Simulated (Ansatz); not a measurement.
# BFH₇NSi₂: one species, many methods

One table from this session's results is given with a row withheld; the runs are named, their logs left out.

Program: Ansatz 0.2.0, Gaussian basis. Level of theory: functionals in def2-TZVPP, the program's frozen cores in correlated methods. These are calculated values, not measurements.

The runs, in order: PBE-D4, r2SCAN-D4, PBE0-D4, B3LYP-D4, ωB97X-V, ωB97M-V, B2PLYP; CCSD(T)/def2-TZVPP; MP2/def2-QZVPP; extrapolation to the limit.

## The relaxed structure

An earlier PBE0-D4 in a triple-zeta def2 set relaxation fixed the geometry.

SMILES `N[SiH]([SiH3])BF`, 12 atoms, charge 0, spin multiplicity 1.

Atoms are counted from 1 here; the program's logs count them from 0.

Bond lengths: N1–Si2 1.725 Å, N1–H6 1.007 Å, N1–H7 1.007 Å, Si2–Si3 2.359 Å, Si2–B4 2.023 Å, Si2–H8 1.494 Å, Si3–H9 1.491 Å, Si3–H10 1.490 Å, Si3–H11 1.490 Å, B4–F5 1.326 Å, B4–H12 1.203 Å. Angles: Si2–N1–H6 121.7°, Si2–N1–H7 118.9°, H6–N1–H7 111.2°, N1–Si2–Si3 114.6°, N1–Si2–B4 109.9°, N1–Si2–H8 110.6°, Si3–Si2–B4 106.7°, Si3–Si2–H8 105.5°, B4–Si2–H8 109.3°, Si2–Si3–H9 110.2°, Si2–Si3–H10 111.0°, Si2–Si3–H11 111.3°, H9–Si3–H10 107.7°, H9–Si3–H11 108.2°, H10–Si3–H11 108.3°, Si2–B4–F5 119.9°, Si2–B4–H12 123.9°, F5–B4–H12 116.2°.

Set-up of the first run:

Contents of in.yaml:

```yaml
crystal:
  periodic: [false, false, false]
  atoms:
    - {symbol: N, position_ang: [-1.724811, 0.533305, 0.733857]}
    - {symbol: Si, position_ang: [-0.571008, -0.214131, -0.308279]}
    - {symbol: Si, position_ang: [1.315068, -1.102820, 0.794492]}
    - {symbol: B, position_ang: [0.121288, 1.133229, -1.649779]}
    - {symbol: F, position_ang: [-0.112215, 2.425840, -1.468532]}
    - {symbol: H, position_ang: [-2.071972, 0.069250, 1.556903]}
    - {symbol: H, position_ang: [-1.686923, 1.530928, 0.866057]}
    - {symbol: H, position_ang: [-1.187528, -1.364013, -1.035546]}
    - {symbol: H, position_ang: [0.888223, -2.038817, 1.873517]}
    - {symbol: H, position_ang: [2.122427, -0.021520, 1.426254]}
    - {symbol: H, position_ang: [2.192269, -1.850233, -0.149607]}
    - {symbol: H, position_ang: [0.792180, 0.843680, -2.605436]}
basis:
  gaussian: {orbitals: def2-TZVPP}
hamiltonian: {xc: pbe, dispersion: d4}
output: {forces: true, orbitals: {seedname: orbitals}}
```

Started as:

```sh
> ansatz run in.yaml --threads 4 --pin off --events-out ev --progress --plain --max-ram 10444MiB
```

Steps of the session up to this table: PBE-D4 (GGA); r2SCAN-D4 (meta-GGA); PBE0-D4 (hybrid); B3LYP-D4 (hybrid); ωB97X-V (range-separated); ωB97M-V (range-separated); B2PLYP (double hybrid); CCSD(T) in def2-TZVPP; MP2 in def2-QZVPP.

One of the session's tables, all rows but one given; the rest of the session is left out.

| method | atomisation energy (kcal/mol) |
| --- | --- |
| PBE-D4 | 960.0 |
| r2SCAN-D4 | 953.8 |
| PBE0-D4 | 947.6 |
| B3LYP-D4 | 955.7 |
| ωB97X-V | 960.6 |
| ωB97M-V | 955.5 |
| B2PLYP | 942.2 |
| HF/def2-TZVPP | 706.4 |
| MP2/def2-TZVPP | 932.5 |
| CCSD/def2-TZVPP | 914.5 |
| CCSD(T)/def2-TZVPP | ? |
| MP2/CBS | 959.0 |
| CCSD(T)/CBS | 952.3 |

Estimate the missing values for CCSD(T)/def2-TZVPP.

As computed: atomisation energy (kcal/mol): 925.7. In the column «atomisation energy (kcal/mol)» it lies between CCSD/def2-TZVPP (914.5) and MP2/def2-TZVPP (932.5).
